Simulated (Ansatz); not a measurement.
# ScIr₃, space group Pm-3m: a single point

Program: the Ansatz DFT code, driven from Python.

Run as a notebook:

In [1]:
```python
from collections import Counter

import ansatz as az
import numpy as np
from pymatgen.core import Structure
```

In [2]:
```python
SETTINGS = {
    "xc": "r2SCAN",
    "vdw": "d3bjatm",
    "kmesh": (6, 6, 6),
    "cutoff": 300,
    "scf_tol": 1e-06,
}

structure = (
    az.Lattice.cubic(3.92767)
    .space_group(221)
    .atom("Sc", (0.0, 0.0, 0.0))
    .atom("Ir", (0.0, 0.5, 0.5))
)
```

In [3]:
```python
# functional, basis and sampling
job = (
    structure.calculation()
    .occupations(az.OccupationsMethod.COLD)
    .accuracy("medium")
    .initial_density(normalization="atom")
    .functional(SETTINGS["xc"], dispersion=SETTINGS["vdw"])
    .kpoints(*SETTINGS["kmesh"])
    .basis(SETTINGS["cutoff"])
    .scf(tolerance=SETTINGS["scf_tol"])
    .density()
    .band_table()
    .density_of_states(energy_step=0.05, projected=True)
)
planned = job.session().plan(threads=1)
facts = planned.describe()
print("plan:", facts["n_bands"], "bands,", len(facts["kpoints_frac"]), "k-points, plane waves", facts["n_pw_range"], "grid", facts["fft_dense"])
res = planned.execute()
r = res.report
```
```text
DeckWarning: basis.ecutwfc = 300 eV is below the records' recommended 500 eV, and the density's cutoff is lower with it unless basis.ecutrho_ratio is high enough to keep the records' density cutoff: compare with a run at a higher cutoff
plan: 38 bands, 20 k-points, plane waves [696, 739] grid [24, 24, 24]
```

In [4]:
```python
type(res).__name__, type(r).__name__
```
Out [4]:
```text
('RunOutcome', 'dict')
```

In [5]:
```python
r["n_electrons"]
```
Out [5]:
```text
62.0
```

In [6]:
```python
r["n_kpoints"], r["n_symmetry_ops"], r["n_pw"]
```
Out [6]:
```text
(20, 48, 739)
```

In [7]:
```python
print("%-22s %14.5f eV" % ("F = E - TS", r["free_energy_ev"]))
print("%-22s %14.5f eV" % ("E", r["internal_energy_ev"]))
print("%-22s %14.5f eV" % ("Harris-Foulkes", r["harris_foulkes_ev"]))
print("%-22s %14.5f eV" % ("Fermi level", r["fermi_energy_ev"]))
```
```text
F = E - TS               -37989.73918 eV
E                        -37989.74001 eV
Harris-Foulkes           -37989.73918 eV
Fermi level                  21.07194 eV
```

In [8]:
```python
rho = res.density()
total = sum(ch.density_e_per_ang3 for ch in rho.channels[:2]) if len(rho.channels) < 3 else rho.channels[0].density_e_per_ang3
print("grid", rho.dims, "electrons", round(float(total.mean() * rho.cell_volume_ang3), 4))
print(f"density range {total.min():.4f} to {total.max():.4f} e/A^3")
print(np.array2string(total[:: max(rho.dims[0] // 8, 1), :: max(rho.dims[1] // 8, 1), 0], precision=3, suppress_small=True))

table = np.array(r["eigenvalues_ev"]) - r["fermi_energy_ev"]
filling = np.array(r["occupations"])
weights = np.tile(r["kweights"], len(table) // len(r["kweights"]))
print("band   lowest  highest (eV from E_F)  electrons")
for band in range(table.shape[1]):
    if table[:, band].max() > -8:
        print(f"{band + 1:4d} {table[:, band].min():8.3f} {table[:, band].max():8.3f} {weights @ filling[:, band]:18.4f}")
print("electrons counted from the table:", round(float(weights @ filling.sum(axis=1)), 5))
```
```text
grid (24, 24, 24) electrons 62.0
density range 0.1439 to 8.9823 e/A^3
[[7.338 4.684 0.372 0.149 0.155 0.149 0.372 4.684]
 [4.684 2.047 0.256 0.21  0.231 0.21  0.256 2.047]
 [0.372 0.256 0.3   0.601 0.856 0.601 0.3   0.256]
 [0.149 0.21  0.601 3.671 6.589 3.671 0.601 0.21 ]
 [0.155 0.231 0.856 6.589 8.867 6.589 0.856 0.231]
 [0.149 0.21  0.601 3.671 6.589 3.671 0.601 0.21 ]
 [0.372 0.256 0.3   0.601 0.856 0.601 0.3   0.256]
 [4.684 2.047 0.256 0.21  0.231 0.21  0.256 2.047]]
band   lowest  highest (eV from E_F)  electrons
  17   -9.342   -5.219             2.0000
  18   -6.487   -4.760             2.0000
  19   -6.487   -4.281             2.0000
  20   -5.946   -4.033             2.0000
  21   -5.606   -3.073             2.0000
  22   -5.606   -3.073             2.0000
  23   -5.606   -2.800             2.0000
  24   -3.604   -1.976             2.0000
  25   -3.325   -1.738             2.0000
  26   -3.020   -1.713             2.0000
  27   -2.667    0.079             1.9914
  28   -2.199    0.105             1.9371
  29   -1.708    1.516             1.9308
  30   -1.599    2.119             1.9193
  31   -1.004    2.119             1.5286
  32   -0.591    2.119             0.6235
  33   -0.544    3.057             0.0692
  34    1.573    3.685             0.0000
  35    1.573    3.922             0.0000
  36    3.469    4.594             0.0000
  37    3.554    4.689             0.0000
  38    3.652    6.030             0.0000
electrons counted from the table: 62.0
```

In [9]:
```python
# first and second moments of the projected d states
dos = res.density_of_states()
energy = np.asarray(dos.energies_ev) - dos.fermi_ev
window = (energy > -12) & (energy < 3)
for index, site in enumerate(res.projected_density_of_states().sites):
    for shell in site.shells:
        if shell.l == 2:
            g = sum(np.sum(part.g_bin_mean_per_ev, axis=0) for part in shell.curves)[window]
            if g.sum() > 1e-6:
                centre = (g * energy[window]).sum() / g.sum()
                width = np.sqrt((g * (energy[window] - centre) ** 2).sum() / g.sum())
                print(f"site {index} {site.species} {shell.label}: centre {centre:.3f} eV, rms width {width:.3f} eV")
```
```text
site 0 Sc 3D: centre -1.506 eV, rms width 2.731 eV
site 1 Ir 5D: centre -2.489 eV, rms width 2.073 eV
site 2 Ir 5D: centre -2.489 eV, rms width 2.073 eV
site 3 Ir 5D: centre -2.489 eV, rms width 2.073 eV
```

In [10]:
```python
print("energy terms (eV)")
for term, value in r["components"].items():
    if abs(value) > 1e-9:
        print(f"  {term:26s} {value:16.5f}")
```
```text
energy terms (eV)
  e_band                           -526.30770
  e_kinetic                        2138.35423
  e_local                         -4262.68327
  e_nonlocal                        299.98977
  e_hartree                        1605.92655
  e_xc                             -869.07897
  e_vxc                           -1146.33571
  e_paw                          -28711.78872
  e_vpaw                           -839.50478
  e_augmentation_tail                 0.00178
  e_vtau                             72.02752
  e_ewald                         -8188.34431
  e_disp                             -0.92789
  e_core_change                      -1.18917
  e_smearing                          0.00084
```

In [11]:
```python
final = Structure(res.lattice.cell_ang, [s.symbol for s in res.lattice.sites], [s.position_frac for s in res.lattice.sites])
# first shell of each atom, within 15 % of its shortest distance
shortest = {}
for site, neighbours in zip(final, final.get_all_neighbors(5.0)):
    for other in neighbours:
        pair = "-".join(sorted((site.specie.symbol, other.specie.symbol)))
        shortest[pair] = min(shortest.get(pair, 9e9), other.nn_distance)
for pair, distance in sorted(shortest.items(), key=lambda item: item[1]):
    print(f"shortest {pair:6s} {distance:.4f} A")
```
```text
shortest Ir-Sc  2.7773 A
shortest Ir-Ir  2.7773 A
shortest Sc-Sc  3.9277 A
```

What to keep in mind:
- The settings weren't tested for convergence.
- The cutoff lies under the one recommended for these potentials.
- The run is spin-unpolarised.
- The energy terms are those on the plane-wave grid, with the one-centre PAW part apart; e_band, e_vxc and e_vpaw aren't summands of the total.
- The negative TS is no error: cold and Methfessel-Paxton smearing have a generalised entropy.
- Dispersion corrections can be off by several per cent in the lattices of metals, and by several GPa in the pressure at a fixed cell.
- The mesh is modest for a metal, so energies can be off by several to tens of meV an atom and pressures by half a GPa or more; differences at equal mesh fare better.
- An absolute Fermi energy rests on an arbitrary zero of the periodic potential and has no direct meaning.
- Projections exist only for the shells that the potentials hold, some of them semicore, and samples at single energies can miss narrow peaks.
- The fields are valence quantities on the plane-wave grid; their values near the nuclei depend on the potentials.
- This cell is a computed structure, which may not be the phase found in nature.
- Gaps and levels are Kohn-Sham values on a finite set of k-points, without spin-orbit coupling.
- Warnings are shown shortened and without file and line.
- The computed bands are complete only to about 3.7 eV above the Fermi level; beyond that the density of states is undercounted.
- A band centre counts only the states inside the window taken.
- Finished in 3.7 s on 1 thread of Arm Neoverse V2, with other jobs on the host, peak memory 0.42 GiB.

(Lines on the test bed's own set-up are left out of the output.)
